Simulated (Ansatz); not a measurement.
Here is an Ansatz input file for BBrH5N, SMILES [NH3+][BH2-]Br. Write the same calculation for the Python package.

```yaml
crystal:
  periodic: [false, false, false]
  atoms:
    - { symbol: "N", position_ang: [-0.7992, 0.2117, 0.0505] }
    - { symbol: B, position_ang: [0.6261, -0.3303, -0.1172] }
    - { symbol: Br, position_ang: [1.9583, 1.0014, 0.5937] }
    - { symbol: H, position_ang: [-0.994, 0.3795, 1.0633] }
    - { symbol: H, position_ang: [-1.4809, -0.4872, -0.3215] }
    - { symbol: H, position_ang: [-0.8987, 1.1073, -0.4786] }
    - { symbol: H, position_ang: [0.74, -1.355, 0.4817] }
    - { symbol: H, position_ang: [0.8484, -0.5274, -1.2719] }
basis:
  gaussian:
    orbitals: def2-SVP
hamiltonian:
  xc: blyp
md:
  timestep: 0.25
  n_steps: 20
  ensemble: nve
  temperature: 500.0
  initial_velocities: maxwell_boltzmann
  seed: 19
```

`run_md.py`:
```python
# -*- coding: utf-8 -*-
'''A short Born-Oppenheimer trajectory of BBrH5N.'''

import warnings

import ansatz as az
import numpy as np

BASIS_SET = 'def2-SVP'
XC = 'blyp'
N_STEPS = 20
TEMPERATURE_K = 500


def main():
    warnings.simplefilter('ignore', az.DeckWarning)

    molecule = (
        az.Crystal.molecule()
        .atom('N', (-0.7992, 0.2117, 0.0505))
        .atom('B', (0.6261, -0.3303, -0.1172))
        .atom('Br', (1.9583, 1.0014, 0.5937))
        .atom('H', (-0.994, 0.3795, 1.0633))
        .atom('H', (-1.4809, -0.4872, -0.3215))
        .atom('H', (-0.8987, 1.1073, -0.4786))
        .atom('H', (0.74, -1.355, 0.4817))
        .atom('H', (0.8484, -0.5274, -1.2719))
    )

    calculation = (
        molecule.calculation()
        .basis(gaussian=BASIS_SET)
        .functional(XC)
        .md('nve', timestep=0.25, steps=N_STEPS, temperature=TEMPERATURE_K, initial_velocities='maxwell_boltzmann', seed=19)
    )
    frames = []
    result = calculation.session().plan().execute(on_event=lambda e: frames.append(e['data']) if e['event'] == 'md_step' else None)
    print('t (fs)   E_pot (eV)      E_kin (eV)   T (K)   d(0-1) (A)')
    for f in frames[::1]:
        xyz = np.array(f['positions_ang'])
        print(f'{f["time_fs"]:6.2f} {f["lagrangian_ev"]:14.5f} {f["e_kin_ev"]:10.5f} {f["temperature_k"]:8.1f} {np.linalg.norm(xyz[0] - xyz[1]):9.4f}')
    kept = np.array([f['conserved_ev'] for f in frames])
    print(f'conserved energy moves by at most {1000 * np.ptp(kept):.3f} meV')


if __name__ == '__main__':
    main()
```

`python run_md.py` gives:
```text
t (fs)   E_pot (eV)      E_kin (eV)   T (K)   d(0-1) (A)
  0.00   -72284.54501    0.38778    500.0    1.5341
  0.25   -72284.54369    0.38648    498.3    1.5347
  0.50   -72284.53714    0.37998    489.9    1.5354
  0.75   -72284.52610    0.36900    475.8    1.5364
  1.00   -72284.51162    0.35461    457.2    1.5375
  1.25   -72284.49502    0.33810    435.9    1.5388
  1.50   -72284.47779    0.32097    413.9    1.5403
  1.75   -72284.46147    0.30473    392.9    1.5419
  2.00   -72284.44750    0.29084    375.0    1.5437
  2.25   -72284.43711    0.28051    361.7    1.5457
  2.50   -72284.43117    0.27459    354.1    1.5479
  2.75   -72284.43008    0.27350    352.6    1.5503
  3.00   -72284.43372    0.27710    357.3    1.5528
  3.25   -72284.44146    0.28477    367.2    1.5555
  3.50   -72284.45221    0.29543    380.9    1.5584
  3.75   -72284.46458    0.30770    396.7    1.5615
  4.00   -72284.47700    0.32003    412.6    1.5647
  4.25   -72284.48793    0.33086    426.6    1.5681
  4.50   -72284.49596    0.33883    436.9    1.5717
  4.75   -72284.50000    0.34283    442.0    1.5755
  5.00   -72284.49935    0.34216    441.2    1.5794
conserved energy moves by at most 0.649 meV
```

Reading the output:
- Total energies depend on the basis set; only differences at equal settings carry meaning.
- The trajectory is only some femtoseconds long, so its temperature is not equilibrated; where the script doesn't relax first, it starts from a rough generated geometry.
- The temperature counts the internal degrees of freedom alone.
- Finished in 42 s on 1 thread of Arm Neoverse V2, on a shared host, peak memory 0.19 GiB.

(Lines on the test bed's own set-up are left out of the output.)
